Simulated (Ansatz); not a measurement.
**CH7NSi2: shift of H7 from Si3 to N2**

Aim: the minimum-energy path and barrier of the shift of H7 from Si3 to N2. The ends are relaxed first, then joined by a nudged elastic band. SMILES of the start: C=N[SiH2][SiH3].

Method: UKS PBE-D4/def2-SVP, in Ansatz 0.2.0.

## Step 1: The system as given

Bond lengths: C1–N2 1.248 Å, N2–Si3 1.731 Å, Si3–Si4 2.345 Å, C1–H5 1.082 Å, C1–H6 1.175 Å, Si3–H7 1.442 Å, Si3–H8 1.538 Å, Si4–H9 1.499 Å, Si4–H10 1.415 Å, Si4–H11 1.496 Å. Angles (14 of 16 angles, heavy atoms first): C1–N2–Si3 114.2°, N2–Si3–Si4 114.1°, N2–C1–H5 129.6°, N2–C1–H6 118.1°, N2–Si3–H7 108.8°, N2–Si3–H8 105.5°, Si4–Si3–H7 113.2°, Si4–Si3–H8 107.4°, Si3–Si4–H9 106.7°, Si3–Si4–H10 113.2°, Si3–Si4–H11 108.3°, H5–C1–H6 112.1°, H7–Si3–H8 107.3°, H9–Si4–H10 111.3°.

Coordinates:

```xyz
11

C    -0.9281    2.1372    0.6076
N    -0.4431    1.3394   -0.2200
Si   -0.0862   -0.2246    0.4292
Si    0.9806   -1.6673   -1.0803
H    -1.2023    1.9756    1.6421
H    -1.2411    3.2044    0.2288
H    -1.2919   -0.7816    0.9915
H     0.8876    0.0254    1.5934
H     0.0036   -1.9333   -2.1852
H     2.1966   -1.1471   -1.5836
H     1.1897   -2.9851   -0.4030
```

## Step 2: End point A

input.yaml reads:

```yaml
crystal:
  periodic: [false, false, false]
  atoms:
    - { symbol: C, position_ang: [-0.9281, 2.1372, 0.6076] }
    - { symbol: "N", position_ang: [-0.4431, 1.3394, -0.22] }
    - { symbol: Si, position_ang: [-0.0862, -0.2246, 0.4292] }
    - { symbol: Si, position_ang: [0.9806, -1.6673, -1.0803] }
    - { symbol: H, position_ang: [-1.2023, 1.9756, 1.6421] }
    - { symbol: H, position_ang: [-1.2411, 3.2044, 0.2288] }
    - { symbol: H, position_ang: [-1.2919, -0.7816, 0.9915] }
    - { symbol: H, position_ang: [0.8876, 0.0254, 1.5934] }
    - { symbol: H, position_ang: [0.0036, -1.9333, -2.1852] }
    - { symbol: H, position_ang: [2.1966, -1.1471, -1.5836] }
    - { symbol: H, position_ang: [1.1897, -2.9851, -0.403] }
magnetization:
  spin_polarized: true
basis:
  gaussian: { orbitals: def2-SVP }
hamiltonian:
  xc: pbe
  dispersion: d4
relax:
  f_tol: 0.02
  max_steps: 50
```

Launch:

```bash
ansatz run input.yaml --threads 2 --pin off --max-ram 3072MiB --backend cpu --events-out ev --progress --plain --runs-dir out
```

Log (excerpt; [...] marks lines left out):

```text
Warning: RAYON_NUM_THREADS=2 ignored (pool sized by the plan → 2); use --threads N
[...]
Functional definition: PBE
[...]
1128 factors; their error is unknown
[...]
mean field -18376.42968306 eV, -675.3213348609 hartree, gradient 5.8e-6 eV, S^2 0.000000; 0 other end points of the search recorded, 0 dependent functions left out
[...]
reference -18376.42972029 eV, -675.3213362293 hartree; 24, 24 occupied and 75, 75 virtual orbitals, 1128 factors
relax step   1: F+E_penalty+E_count = -18376.65883102 eV  Δ(F+E_penalty+E_count) = +0.000e0 eV  max|allowed force component| = 3.526e0 eV/Å  Δτ_max = 0.0000 Å  (30 SCF iters, accepted)
[...]
relax step   7: F+E_penalty+E_count = -18377.11138001 eV  Δ(F+E_penalty+E_count) = -3.083e-2 eV  max|allowed force component| = 2.732e-1 eV/Å  Δτ_max = 0.2000 Å  (31 SCF iters, accepted)
[...]
relax step   9: F+E_penalty+E_count = -18377.15696105 eV  Δ(F+E_penalty+E_count) = -1.716e-2 eV  max|allowed force component| = 3.035e-1 eV/Å  Δτ_max = 0.2000 Å  (37 SCF iters, accepted)
[...]
relax step  10: F+E_penalty+E_count = -18377.15161170 eV  Δ(F+E_penalty+E_count) = +5.349e-3 eV  max|allowed force component| = 7.182e-1 eV/Å  Δτ_max = 0.1958 Å  (30 SCF iters, rejected (line search))
[...]
1128 factors; their error is unknown
mean field -18376.94051649 eV, -675.3401076432 hartree, gradient 1.2e-5 eV, S^2 0.000000; 0 other end points of the search recorded, 0 dependent functions left out
[...]
reference -18376.94055470 eV, -675.3401090476 hartree; 24, 24 occupied and 75, 75 virtual orbitals, 1128 factors
```

## Step 3: More of the same log: end point A relaxed

The log, continued (excerpt; [...] marks lines left out):

```text
relax step  11: F+E_penalty+E_count = -18377.16785642 eV  Δ(F+E_penalty+E_count) = -1.090e-2 eV  max|allowed force component| = 9.620e-2 eV/Å  Δτ_max = 0.0979 Å  (29 SCF iters, accepted)
[...]
relax step  17: F+E_penalty+E_count = -18377.17562811 eV  Δ(F+E_penalty+E_count) = -1.647e-4 eV  max|allowed force component| = 2.497e-2 eV/Å  Δτ_max = 0.0137 Å  (33 SCF iters, accepted)
[...]
Atom 7 at     0.491786    -0.273373     1.929049 Å, force     0.001729    -0.000781     0.002188 eV/Å
Atom 8 at     0.050998    -1.731611    -2.232379 Å, force     0.000312    -0.000304     0.000022 eV/Å
Atom 9 at     2.036696    -0.557144    -1.408452 Å, force    -0.000259    -0.000536    -0.000243 eV/Å
Atom 10 at     1.491505    -2.782865    -0.551986 Å, force    -0.000213     0.000231    -0.000063 eV/Å
Dipole moment:     0.119628     0.169976     0.148963 e Å
```

Wall time 42 s (2 threads of Arm Neoverse V2, shared host); peak memory 0.16 GiB.

The steps of the relaxation:

```
step  energy from step 1 (eV)  largest force component (eV/Å)
   1                   0.0000                          3.5261
   2                  -0.2289                          1.6498
   3                  -0.3380                          1.8290
   4                  -0.3910                          0.3144
   5                  -0.3942                          0.4873
   6                  -0.4217                          0.4216
   7                  -0.4525                          0.2732
   8                  -0.4810                          0.2002
   9                  -0.4981                          0.3035
 10x                  -0.4928                          0.7182
  11                  -0.5090                          0.0962
  12                  -0.5138                          0.0392
  13                  -0.5148                          0.2653
  14                  -0.5149                          0.2100
  15                  -0.5158                          0.1308
  16                  -0.5166                          0.0260
  17                  -0.5168                          0.0250
  18                  -0.5168                          0.0030
```

Step 1 is the start. 1 step was tried and not accepted (marked x).

After: Bond lengths: C1–N2 1.274 Å, N2–Si3 1.772 Å, Si3–Si4 2.353 Å, C1–H5 1.122 Å, C1–H6 1.116 Å, Si3–H7 1.503 Å, Si3–H8 1.518 Å, Si4–H9 1.504 Å, Si4–H10 1.506 Å, Si4–H11 1.507 Å. Angles (14 of 16 angles, heavy atoms first): C1–N2–Si3 125.3°, N2–Si3–Si4 106.4°, N2–C1–H5 125.0°, N2–C1–H6 120.1°, N2–Si3–H7 107.5°, N2–Si3–H8 113.6°, Si4–Si3–H7 110.1°, Si4–Si3–H8 110.4°, Si3–Si4–H9 110.5°, Si3–Si4–H10 109.8°, Si3–Si4–H11 110.0°, H5–C1–H6 114.9°, H7–Si3–H8 108.8°, H9–Si4–H10 108.9°.

## Step 4: End point B

The second end starts from a geometry with the move made by hand.

input.yaml, as its differences from that of step 2:

```diff
@@ -9,3 +9,3 @@
     - { symbol: H, position_ang: [-1.2411, 3.2044, 0.2288] }
-    - { symbol: H, position_ang: [-1.2919, -0.7816, 0.9915] }
+    - { symbol: H, position_ang: [-0.4378, 1.1048, -1.23318] }
     - { symbol: H, position_ang: [0.8876, 0.0254, 1.5934] }
```

Launch:

```bash
ansatz run input.yaml --threads 2 --pin off --max-ram 3072MiB --backend cpu --events-out ev --progress --plain --runs-dir out
```

Log:

```text
Warning: RAYON_NUM_THREADS=2 ignored (pool sized by the plan → 2); use --threads N
The last accepted step is kept in <dir> (removed where the run ends without a failure and the disk answers)
Engine: ansatz 0.2.0, aarch64-unknown-linux-gnu
Functional definition: PBE
  parameter kappa = 0.804
  parameter beta = 0.06672455060314922
  exchange = pbe_x(kappa = kappa, mu = beta*pi^2/3)
  correlation = pbe_c(beta = beta)
1128 factors; their error is unknown
mean field evaluation 1: about -18355.7774 eV, gradient 5.7e1 eV
mean field evaluation 2: about -18183.3775 eV, gradient 1.6e2 eV
mean field evaluation 4: about -18371.2744 eV, gradient 2.5e1 eV
mean field evaluation 8: about -18374.5749 eV, gradient 1.0e0 eV
mean field evaluation 16: about -18374.4971 eV, gradient 7.1e-4 eV
mean field evaluation 32: about -18374.4977 eV, gradient 3.3e-4 eV
mean field -18374.49767425 eV, -675.2503348469 hartree, gradient 4.9e-6 eV, S^2 0.049247; 6 other end points of the search recorded, 0 dependent functions left out
the calculation of the forces begins
reference -18374.49771276 eV, -675.2503362619 hartree; 24, 24 occupied and 75, 75 virtual orbitals, 1128 factors
relax step   1: F+E_penalty+E_count = -18374.74257511 eV  Δ(F+E_penalty+E_count) = +0.000e0 eV  max|allowed force component| = 7.863e0 eV/Å  Δτ_max = 0.0000 Å  (166 SCF iters, accepted)
these checks for a lower state are left out or cut short: starts, cluster_reference, orbital_swaps, neighbouring_geometries, increment
1128 factors; their error is unknown
mean field evaluation 64: about -18375.6640 eV, gradient 5.4e-1 eV
mean field -18375.57740133 eV, -675.2900140852 hartree, gradient 1.6e-7 eV, S^2 0.000000; 0 other end points of the search recorded, 0 dependent functions left out
the calculation of the forces begins
reference -18375.57744074 eV, -675.2900155336 hartree; 24, 24 occupied and 75, 75 virtual orbitals, 1128 factors
relax step   2: F+E_penalty+E_count = -18375.82106641 eV  Δ(F+E_penalty+E_count) = -1.078e0 eV  max|allowed force component| = 2.352e0 eV/Å  Δτ_max = 0.1992 Å  (105 SCF iters, accepted)
these checks for a lower state are left out or cut short: starts, cluster_reference, orbital_swaps, neighbouring_geometries, increment
1128 factors; their error is unknown
mean field -18376.03883944 eV, -675.3069716230 hartree, gradient 1.5e-5 eV, S^2 0.000000; 0 other end points of the search recorded, 0 dependent functions left out
the calculation of the forces begins
reference -18376.03887914 eV, -675.3069730819 hartree; 24, 24 occupied and 75, 75 virtual orbitals, 1128 factors
relax step   3: F+E_penalty+E_count = -18376.27968858 eV  Δ(F+E_penalty+E_count) = -4.586e-1 eV  max|allowed force component| = 1.211e0 eV/Å  Δτ_max = 0.1949 Å  (38 SCF iters, accepted)
these checks for a lower state are left out or cut short: starts, cluster_reference, orbital_swaps, neighbouring_geometries, increment
1128 factors; their error is unknown
mean field evaluation 96: about -18376.1795 eV, gradient 2.2e-5 eV
mean field -18376.17954746 eV, -675.3121425473 hartree, gradient 2.3e-5 eV, S^2 0.000000; 0 other end points of the search recorded, 0 dependent functions left out
the calculation of the forces begins
reference -18376.17958723 eV, -675.3121440088 hartree; 24, 24 occupied and 75, 75 virtual orbitals, 1128 factors
relax step   4: F+E_penalty+E_count = -18376.42157626 eV  Δ(F+E_penalty+E_count) = -1.419e-1 eV  max|allowed force component| = 5.184e-1 eV/Å  Δτ_max = 0.2000 Å  (35 SCF iters, accepted)
these checks for a lower state are left out or cut short: starts, cluster_reference, orbital_swaps, neighbouring_geometries, increment
1128 factors; their error is unknown
mean field -18376.23395982 eV, -675.3141421646 hartree, gradient 2.1e-5 eV, S^2 0.000000; 0 other end points of the search recorded, 0 dependent functions left out
the calculation of the forces begins
reference -18376.23399981 eV, -675.3141436341 hartree; 24, 24 occupied and 75, 75 virtual orbitals, 1128 factors
relax step   5: F+E_penalty+E_count = -18376.47670589 eV  Δ(F+E_penalty+E_count) = -5.513e-2 eV  max|allowed force component| = 3.545e-1 eV/Å  Δτ_max = 0.2000 Å  (34 SCF iters, accepted)
these checks for a lower state are left out or cut short: starts, cluster_reference, orbital_swaps, neighbouring_geometries, increment
1128 factors; their error is unknown
mean field -18376.27289543 eV, -675.3155730218 hartree, gradient 6.4e-6 eV, S^2 0.000000; 0 other end points of the search recorded, 0 dependent functions left out
the calculation of the forces begins
reference -18376.27293546 eV, -675.3155744931 hartree; 24, 24 occupied and 75, 75 virtual orbitals, 1128 factors
relax step   6: F+E_penalty+E_count = -18376.51594108 eV  Δ(F+E_penalty+E_count) = -3.924e-2 eV  max|allowed force component| = 3.426e-1 eV/Å  Δτ_max = 0.1933 Å  (33 SCF iters, accepted)
these checks for a lower state are left out or cut short: starts, cluster_reference, orbital_swaps, neighbouring_geometries, increment
1128 factors; their error is unknown
mean field -18376.29814474 eV, -675.3165009168 hartree, gradient 2.3e-5 eV, S^2 0.000000; 0 other end points of the search recorded, 0 dependent functions left out
the calculation of the forces begins
reference -18376.29818464 eV, -675.3165023833 hartree; 24, 24 occupied and 75, 75 virtual orbitals, 1128 factors
relax step   7: F+E_penalty+E_count = -18376.54430653 eV  Δ(F+E_penalty+E_count) = -2.837e-2 eV  max|allowed force component| = 2.957e-1 eV/Å  Δτ_max = 0.2000 Å  (34 SCF iters, accepted)
these checks for a lower state are left out or cut short: starts, cluster_reference, orbital_swaps, neighbouring_geometries, increment
1128 factors; their error is unknown
mean field -18376.29866559 eV, -675.3165200577 hartree, gradient 1.3e-5 eV, S^2 0.000000; 0 other end points of the search recorded, 0 dependent functions left out
the calculation of the forces begins
reference -18376.29870541 eV, -675.3165215212 hartree; 24, 24 occupied and 75, 75 virtual orbitals, 1128 factors
relax step   8: F+E_penalty+E_count = -18376.54643649 eV  Δ(F+E_penalty+E_count) = -2.130e-3 eV  max|allowed force component| = 1.521e-1 eV/Å  Δτ_max = 0.0818 Å  (35 SCF iters, accepted)
these checks for a lower state are left out or cut short: starts, cluster_reference, orbital_swaps, neighbouring_geometries, increment
1128 factors; their error is unknown
mean field evaluation 128: about -18376.3942 eV, gradient 7.9e-2 eV
mean field -18376.30215952 eV, -675.3166484575 hartree, gradient 2.5e-5 eV, S^2 0.000000; 0 other end points of the search recorded, 0 dependent functions left out
the calculation of the forces begins
reference -18376.30219923 eV, -675.3166499166 hartree; 24, 24 occupied and 75, 75 virtual orbitals, 1128 factors
relax step   9: F+E_penalty+E_count = -18376.54973511 eV  Δ(F+E_penalty+E_count) = -3.299e-3 eV  max|allowed force component| = 1.188e-1 eV/Å  Δτ_max = 0.1089 Å  (34 SCF iters, accepted)
these checks for a lower state are left out or cut short: starts, cluster_reference, orbital_swaps, neighbouring_geometries, increment
1128 factors; their error is unknown
mean field -18376.30453950 eV, -675.3167359201 hartree, gradient 1.5e-5 eV, S^2 0.000000; 0 other end points of the search recorded, 0 dependent functions left out
the calculation of the forces begins
reference -18376.30457910 eV, -675.3167373754 hartree; 24, 24 occupied and 75, 75 virtual orbitals, 1128 factors
relax step  10: F+E_penalty+E_count = -18376.55268769 eV  Δ(F+E_penalty+E_count) = -2.953e-3 eV  max|allowed force component| = 1.703e-1 eV/Å  Δτ_max = 0.0554 Å  (35 SCF iters, accepted)
these checks for a lower state are left out or cut short: starts, cluster_reference, orbital_swaps, neighbouring_geometries, increment
1128 factors; their error is unknown
mean field -18376.30709048 eV, -675.3168296668 hartree, gradient 2.3e-5 eV, S^2 0.000000; 0 other end points of the search recorded, 0 dependent functions left out
the calculation of the forces begins
reference -18376.30712998 eV, -675.3168311185 hartree; 24, 24 occupied and 75, 75 virtual orbitals, 1128 factors
relax step  11: F+E_penalty+E_count = -18376.55599449 eV  Δ(F+E_penalty+E_count) = -3.307e-3 eV  max|allowed force component| = 8.257e-2 eV/Å  Δτ_max = 0.0454 Å  (34 SCF iters, accepted)
these checks for a lower state are left out or cut short: starts, cluster_reference, orbital_swaps, neighbouring_geometries, increment
1128 factors; their error is unknown
mean field -18376.30770306 eV, -675.3168521787 hartree, gradient 2.3e-5 eV, S^2 0.000000; 0 other end points of the search recorded, 0 dependent functions left out
the calculation of the forces begins
reference -18376.30774255 eV, -675.3168536300 hartree; 24, 24 occupied and 75, 75 virtual orbitals, 1128 factors
relax step  12: F+E_penalty+E_count = -18376.55649719 eV  Δ(F+E_penalty+E_count) = -5.027e-4 eV  max|allowed force component| = 2.540e-2 eV/Å  Δτ_max = 0.0164 Å  (35 SCF iters, accepted)
these checks for a lower state are left out or cut short: starts, cluster_reference, orbital_swaps, neighbouring_geometries, increment
1128 factors; their error is unknown
mean field evaluation 160: about -18376.3080 eV, gradient 1.8e-5 eV
mean field -18376.30796771 eV, -675.3168619043 hartree, gradient 1.8e-5 eV, S^2 0.000000; 0 other end points of the search recorded, 0 dependent functions left out
the calculation of the forces begins
reference -18376.30800720 eV, -675.3168633558 hartree; 24, 24 occupied and 75, 75 virtual orbitals, 1128 factors
relax step  13: F+E_penalty+E_count = -18376.55659823 eV  Δ(F+E_penalty+E_count) = -1.010e-4 eV  max|allowed force component| = 2.100e-2 eV/Å  Δτ_max = 0.0064 Å  (29 SCF iters, accepted)
these checks for a lower state are left out or cut short: starts, cluster_reference, orbital_swaps, neighbouring_geometries, increment
1128 factors; their error is unknown
mean field -18376.30805917 eV, -675.3168652655 hartree, gradient 2.0e-5 eV, S^2 0.000000; 0 other end points of the search recorded, 0 dependent functions left out
the calculation of the forces begins
reference -18376.30809866 eV, -675.3168667169 hartree; 24, 24 occupied and 75, 75 virtual orbitals, 1128 factors
relax step  14: F+E_penalty+E_count = -18376.55664176 eV  Δ(F+E_penalty+E_count) = -4.353e-5 eV  max|allowed force component| = 1.433e-2 eV/Å  Δτ_max = 0.0042 Å  (28 SCF iters, accepted)
1128 factors; their error is unknown
mean field evaluation 192: about -18376.0345 eV, gradient 2.8e0 eV
mean field -18376.30805917 eV, -675.3168652655 hartree, gradient 1.9e-5 eV, S^2 0.000000; 3 other end points of the search recorded, 0 dependent functions left out
the calculation of the forces begins
reference -18376.30809866 eV, -675.3168667169 hartree; 24, 24 occupied and 75, 75 virtual orbitals, 1128 factors
Total energy: -18376.55668125 eV, -675.3260019586 hartree
Atom 0 at    -0.660165     2.177211     0.363212 Å, force    -0.000923     0.003161     0.000350 eV/Å
Atom 1 at    -0.746798     0.941946    -0.065404 Å, force     0.001300    -0.014334     0.000715 eV/Å
Atom 2 at    -0.481421    -0.721528     0.742570 Å, force    -0.000421     0.002799    -0.000779 eV/Å
Atom 3 at     0.968885    -1.492860    -0.973923 Å, force     0.000812     0.001286    -0.000217 eV/Å
Atom 4 at    -0.175696     2.368407     1.333500 Å, force     0.000771     0.002471     0.000496 eV/Å
Atom 5 at    -1.085293     3.011868    -0.215935 Å, force    -0.002328     0.002376    -0.001470 eV/Å
Atom 6 at    -1.203909     0.854030    -0.986429 Å, force     0.001585     0.004460     0.002137 eV/Å
Atom 7 at     0.495161    -0.212668     1.807102 Å, force    -0.000502    -0.000676    -0.000856 eV/Å
Atom 8 at     0.220577    -1.429348    -2.288901 Å, force    -0.000546     0.000404    -0.000760 eV/Å
Atom 9 at     2.258825    -0.729202    -1.177457 Å, force     0.001174    -0.000095    -0.000181 eV/Å
Atom 10 at     1.329334    -2.938457    -0.742515 Å, force    -0.000921    -0.001852     0.000564 eV/Å
Dipole moment:    -0.222403     0.762645    -0.151011 e Å
```

Run time: 46 s. Hardware: 2 threads of Arm Neoverse V2, shared host; peak memory 0.23 GiB.

Relaxation path:

```
step  energy from step 1 (eV)  largest force component (eV/Å)
   1                   0.0000                          7.8634
   2                  -1.0785                          2.3521
   3                  -1.5371                          1.2115
   4                  -1.6790                          0.5184
   5                  -1.7341                          0.3545
   6                  -1.7734                          0.3426
   7                  -1.8017                          0.2957
   8                  -1.8039                          0.1521
   9                  -1.8072                          0.1188
  10                  -1.8101                          0.1703
  11                  -1.8134                          0.0826
  12                  -1.8139                          0.0254
  13                  -1.8140                          0.0210
  14                  -1.8141                          0.0143
```

Step 1 is the start.

After: Bond lengths: C1–N2 1.310 Å, N2–Si3 1.868 Å, Si3–Si4 2.376 Å, C1–H5 1.101 Å, C1–H6 1.101 Å, N2–H7 1.032 Å, Si3–H8 1.532 Å, Si4–H9 1.514 Å, Si4–H10 1.513 Å, Si4–H11 1.508 Å. Angles (14 of 15 angles, heavy atoms first): C1–N2–Si3 133.5°, N2–Si3–Si4 93.6°, C1–N2–H7 113.7°, Si3–N2–H7 111.9°, N2–C1–H5 118.7°, N2–C1–H6 121.1°, N2–Si3–H8 95.5°, Si4–Si3–H8 102.8°, Si3–Si4–H9 108.2°, Si3–Si4–H10 117.0°, Si3–Si4–H11 110.3°, H5–C1–H6 120.1°, H9–Si4–H10 106.5°, H9–Si4–H11 107.0°.

(Part 1 of 3 ends here.)
